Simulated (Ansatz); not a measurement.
# C2H6BrFGaN: small, medium and large basis sets

How large a basis does C2H6BrFGaN need? Two functionals are run in growing sets.

Method: one geometry, several basis sets; program: Ansatz 0.2.0, Gaussian basis.

Levels to be run: PBE0-D4/def2-SVP; ωB97M-V/def2-SVP; PBE0-D4/def2-QZVPP; ωB97M-V/def2-QZVPP; the functionals' def2-TZVPP values are taken from earlier runs.

## 1. The relaxed structure

The geometry comes from an earlier relaxation with PBE0-D4 in a triple-zeta def2 set; it is a stationary point, not always the lowest conformer.

SMILES `C[N](C)[Ga]([F])[Br]`, 12 atoms, charge 0, spin multiplicity 1.

Atoms are counted from 1 here; the program's logs count them from 0.

Bond lengths: C1–N2 1.441 Å, C1–H7 1.098 Å, C1–H8 1.098 Å, C1–H9 1.092 Å, N2–C3 1.443 Å, N2–Ga4 1.795 Å, C3–H10 1.091 Å, C3–H11 1.098 Å, C3–H12 1.098 Å, Ga4–F5 1.747 Å, Ga4–Br6 2.262 Å. Angles: N2–C1–H7 111.2°, N2–C1–H8 111.2°, N2–C1–H9 110.9°, H7–C1–H8 107.5°, H7–C1–H9 107.9°, H8–C1–H9 107.9°, C1–N2–C3 114.4°, C1–N2–Ga4 123.6°, C3–N2–Ga4 122.0°, N2–C3–H10 110.8°, N2–C3–H11 111.2°, N2–C3–H12 111.1°, H10–C3–H11 108.0°, H10–C3–H12 108.0°, H11–C3–H12 107.5°, N2–Ga4–F5 117.9°, N2–Ga4–Br6 124.3°, F5–Ga4–Br6 117.8°.

## 2. PBE0-D4 in def2-SVP

Input file in.yaml:

```yaml
crystal:
  periodic: [false, false, false]
  atoms:
    - {symbol: C, position_ang: [-0.607706, -0.580663, 1.148324]}
    - {symbol: N, position_ang: [0.011804, 0.003233, -0.014247]}
    - {symbol: C, position_ang: [1.032789, -0.816210, -0.622098]}
    - {symbol: Ga, position_ang: [-0.433959, 1.611672, -0.673732]}
    - {symbol: F, position_ang: [0.413145, 2.175273, -2.094333]}
    - {symbol: Br, position_ang: [-2.020038, 2.958793, 0.213021]}
    - {symbol: H, position_ang: [0.131832, -0.777207, 1.936396]}
    - {symbol: H, position_ang: [-1.092389, -1.535559, 0.903607]}
    - {symbol: H, position_ang: [-1.368114, 0.085059, 1.560933]}
    - {symbol: H, position_ang: [1.462590, -0.318007, -1.492604]}
    - {symbol: H, position_ang: [0.623595, -1.781122, -0.950781]}
    - {symbol: H, position_ang: [1.846460, -1.025282, 0.085513]}
basis:
  gaussian: {orbitals: def2-SVP}
hamiltonian: {xc: pbe0, dispersion: d4}
output: {orbitals: {seedname: orbitals}}
```

Further steps of the session: ωB97M-V in def2-SVP; PBE0-D4 in def2-QZVPP; ωB97M-V in def2-QZVPP.

Before running them: what should the planned runs give, taken together? Wanted: PBE0-D4: double and triple zeta above quadruple; ωB97M-V: double and triple zeta above quadruple.

The runs gave:

| quantity | value |
| --- | --- |
| PBE0-D4: double and triple zeta above quadruple | 25.64, 2.99 eV |
| ωB97M-V: double and triple zeta above quadruple | 25.72, 2.88 eV |

PBE0-D4 gains 22.65 eV from double to triple zeta, then 2.99 eV more. Total energies overstate the basis error of differences, where much of it tends to cancel.
